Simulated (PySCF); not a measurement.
# C4H11ClGeO: magnetic properties

Wanted: magnetic properties for C4H11ClGeO (`COCC[C@H](Cl)[GeH3]`).

Programs: PySCF 2.14.0, with routines of our own; each step states its level. All values are computed. Atoms count from 0.

### 1 The system as given

18 atoms, charge 0, multiplicity 1; geometry from: GFN2-xTB.

### 2 Magnetic properties: GIAO PBE0/pcSseg-1

What the job is given:

```
{"job": {"kind": "mag", "xc": "PBE0", "basis": "pcSseg-1", "isotopologues": 2}, "charge": 0, "multiplicity": 1}
C     -2.220325     0.179617     0.499677
O     -0.941811    -0.343568     0.766112
C     -0.449254    -1.212662    -0.225552
C      0.045116    -0.482738    -1.480249
C      0.788733     0.778349    -1.080852
Cl     1.756073     1.365499    -2.463449
Ge     2.092134     0.585386     0.401496
H     -2.948839    -0.626288     0.350905
H     -2.502049     0.764885     1.372960
H     -2.226372     0.826711    -0.383757
H     -1.206900    -1.962314    -0.494328
H      0.396093    -1.721173     0.249068
H      0.714515    -1.153211    -2.021880
H     -0.788410    -0.236435    -2.143451
H      0.082936     1.578845    -0.859761
H      2.870712     1.859243     0.463496
H      3.048540    -0.506991     0.042193
H      1.480348     0.313163     1.730957
```

With the program's defaults for keys left out, this is: GIAO PBE0/pcSseg-1 magnetisability, rotational g tensor and spin-rotation constants, non-relativistic, gas phase.

Started as:

```sh
$ OMP_NUM_THREADS=1 python excited_run.py task.json out
```

One launch serves the whole session: the jobs run in the order shown.

The log of the run:

```text
coarse grid: 66824 points
cycle   1  E = -2770.3928758013  dE = -1.312e-02  |g| = 9.785e-01  |ddm| = 3.762e+00
cycle   2  E = -2770.3342767779  dE =  5.860e-02  |g| = 1.095e+00  |ddm| = 1.340e+00
cycle   3  E = -2770.4787725236  dE = -1.445e-01  |g| = 1.781e-01  |ddm| = 9.216e-01
cycle   4  E = -2770.4837090547  dE = -4.937e-03  |g| = 6.218e-02  |ddm| = 1.535e-01
cycle   5  E = -2770.4842005209  dE = -4.915e-04  |g| = 7.067e-03  |ddm| = 4.637e-02
cycle   6  E = -2770.4842090224  dE = -8.501e-06  |g| = 1.693e-03  |ddm| = 8.899e-03
final grid: 139920 points
cycle   7  E = -2770.4842811491  dE = -2.029e-07  |g| = 1.511e-03  |ddm| = 4.265e-03
cycle   8  E = -2770.4842810627  dE =  8.645e-08  |g| = 1.620e-03  |ddm| = 3.408e-03
cycle   9  E = -2770.4842816621  dE = -5.994e-07  |g| = 2.956e-04  |ddm| = 1.738e-03
cycle  10  E = -2770.4842816826  dE = -2.057e-08  |g| = 2.901e-05  |ddm| = 3.131e-04
cycle  11  E = -2770.4842816828  dE = -1.360e-10  |g| = 4.158e-06  |ddm| = 2.197e-05
converged SCF energy = -2770.4842816828

Magnetisability tensor (1e-30 J/T^2)
    -1651.78       11.32       28.50
       11.32    -1596.58       32.69
       28.50       32.69    -1667.58
isotropic -1638.65   principal values   -1693.63  -1644.80  -1577.52
isotropic susceptibility -98.682 1e-6 cm^3/mol

Inertial axes            a          b          c
rot. const./GHz      1.6958     0.9950     0.7191
chi total          -100.300    -99.309    -96.436
chi diamagnetic    -789.825  -1315.100  -1702.416
chi paramagnetic    689.525   1215.791   1605.980
quadrupole/D A        0.397     -3.904      3.507
g nuclear            0.5394     0.5632     0.5364
g electronic        -0.5493    -0.5683    -0.5425
g total             -0.0099    -0.0051    -0.0061

Spin-rotation constants (kHz, H = +C I.J)
atom  isotope        aa         bb         cc
  5   35Cl        0.204      0.206      0.179
  7     1H       -0.021     -0.098     -0.042
  8     1H       -0.153     -0.050     -0.011
  9     1H       -0.108     -0.015     -0.060
 10     1H       -0.024     -0.080     -0.049
 11     1H       -0.136     -0.010     -0.044
 12     1H       -0.135     -0.116     -0.002
 13     1H       -0.151      0.018     -0.072
 14     1H       -0.154     -0.098      0.018
 15     1H       -0.038     -0.090     -0.030
 16     1H       -0.132     -0.094      0.011
 17     1H       -0.042     -0.035     -0.061
  0    13C*       0.332      0.210      0.139
  1    17O*      -0.109     -0.049     -0.061
  2    13C*       0.400      0.246      0.133
  3    13C*       0.262      0.195      0.118
  4    13C*       0.274      0.182      0.150
  6   73Ge*      -0.462     -0.231     -0.203
* in the singly substituted isotopologue

Isotopologues: g along a, b, c
2H    at 7,8,9,10,11,12    -0.0094    -0.0043    -0.0057
13C   at 0                 -0.0100    -0.0050    -0.0061
```

Run time: 80 s. Hardware: 1 thread of Arm Neoverse N1, shared host; peak memory 0.95 GiB.

In short:

| quantity | value |
| --- | --- |
| magnetisability | -1639·10⁻³⁰ J/T² |
| molar susceptibility | -98.7·10⁻⁶ cm³/mol |
| rotational g (a, b, c) | -0.0099, -0.0051, -0.0061 |

### 3 Magnetic properties: GIAO BP86/6-31G in acetonitrile

Settings changed since step 2:

```diff
@@ -1,2 +1,2 @@
-{"job": {"kind": "mag", "xc": "PBE0", "basis": "pcSseg-1", "isotopologues": 2}, "charge": 0, "multiplicity": 1}
+{"job": {"kind": "mag", "xc": "BP86", "basis": "6-31G", "solvent": "acetonitrile"}, "charge": 0, "multiplicity": 1}
 C     -2.220325     0.179617     0.499677
```

With the program's defaults for keys left out, this is: GIAO BP86/6-31G magnetisability, non-relativistic, IEF-PCM acetonitrile.

The log of the run:

```text
coarse grid: 66824 points
cycle   1  E = -2771.1956491662  dE =  1.861e-03  |g| = 6.135e-01  |ddm| = 3.893e+00
cycle   2  E = -2771.0147530406  dE =  1.809e-01  |g| = 1.131e+00  |ddm| = 2.146e+00
cycle   3  E = -2771.2764829308  dE = -2.617e-01  |g| = 1.397e-01  |ddm| = 1.565e+00
cycle   4  E = -2771.2806462943  dE = -4.163e-03  |g| = 3.915e-02  |ddm| = 1.838e-01
cycle   5  E = -2771.2810152476  dE = -3.690e-04  |g| = 9.561e-03  |ddm| = 5.258e-02
cycle   6  E = -2771.2810377181  dE = -2.247e-05  |g| = 3.707e-03  |ddm| = 1.814e-02
cycle   7  E = -2771.2810414629  dE = -3.745e-06  |g| = 1.189e-03  |ddm| = 5.258e-03
final grid: 139920 points
cycle   8  E = -2771.2810640340  dE =  7.870e-07  |g| = 2.144e-03  |ddm| = 4.235e-03
cycle   9  E = -2771.2810607915  dE =  3.243e-06  |g| = 4.052e-03  |ddm| = 6.737e-03
cycle  10  E = -2771.2810653148  dE = -4.523e-06  |g| = 2.072e-04  |ddm| = 4.467e-03
cycle  11  E = -2771.2810653541  dE = -3.924e-08  |g| = 1.905e-05  |ddm| = 3.124e-04
cycle  12  E = -2771.2810653542  dE = -7.731e-11  |g| = 3.591e-06  |ddm| = 2.114e-05
converged SCF energy = -2771.2810653542

Magnetisability tensor (1e-30 J/T^2)
    -1653.45        8.46       19.50
        8.46    -1584.49       30.96
       19.50       30.96    -1666.38
isotropic -1634.77   principal values   -1685.12  -1647.64  -1571.56
isotropic susceptibility -98.448 1e-6 cm^3/mol

Inertial axes            a          b          c
rot. const./GHz      1.6958     0.9950     0.7191
chi total          -100.018    -99.637    -95.690
chi diamagnetic    -788.435  -1313.854  -1702.143
chi paramagnetic    688.417   1214.217   1606.453
quadrupole/D A       -0.317     -4.373      4.690
```

It took 33 s on 1 thread of Arm Neoverse N1, shared host; peak memory 0.64 GiB.

In short:

| quantity | value |
| --- | --- |
| magnetisability | -1635·10⁻³⁰ J/T² |
| molar susceptibility | -98.4·10⁻⁶ cm³/mol |

### 4 Magnetic properties (C₄H₁₁ClGeO radical): X3LYP/cc-pVDZ

Settings changed since step 3:

```diff
@@ -1,2 +1,2 @@
-{"job": {"kind": "mag", "xc": "BP86", "basis": "6-31G", "solvent": "acetonitrile"}, "charge": 0, "multiplicity": 1}
+{"job": {"kind": "mag", "xc": "X3LYP", "basis": "cc-pVDZ", "scf": {"max_cycle": 98}}, "charge": 0, "multiplicity": 2}
 C     -2.220325     0.179617     0.499677
```

With the program's defaults for keys left out, this is: X3LYP/cc-pVDZ.

The log of the run:

```text
RuntimeError: Electron number 92 and spin 1 are not consistent
Note mol.spin = 2S = Nalpha - Nbeta, not 2S+1
```

Wall time 0.07 s (1 thread of Arm Neoverse N1, shared host).

**What went wrong.** Charge and multiplicity don't fit the number of electrons: an even count needs an odd multiplicity, and the reverse. The remedy is to mend the charge or the multiplicity.

### 5 What came out

| quantity | value |
| --- | --- |
| magnetisability (step 2, GIAO PBE0/pcSseg-1) | -1639·10⁻³⁰ J/T² |
| molar susceptibility (step 2, GIAO PBE0/pcSseg-1) | -98.7·10⁻⁶ cm³/mol |
| rotational g (a, b, c) (step 2, GIAO PBE0/pcSseg-1) | -0.0099, -0.0051, -0.0061 |
| runs | 1 failed, 0 ended on unsound input |

Steps that list no spin-orbit terms leave them out, which matters at and beside the heavy atoms. Vibrational averaging and real surroundings are missing from these values.
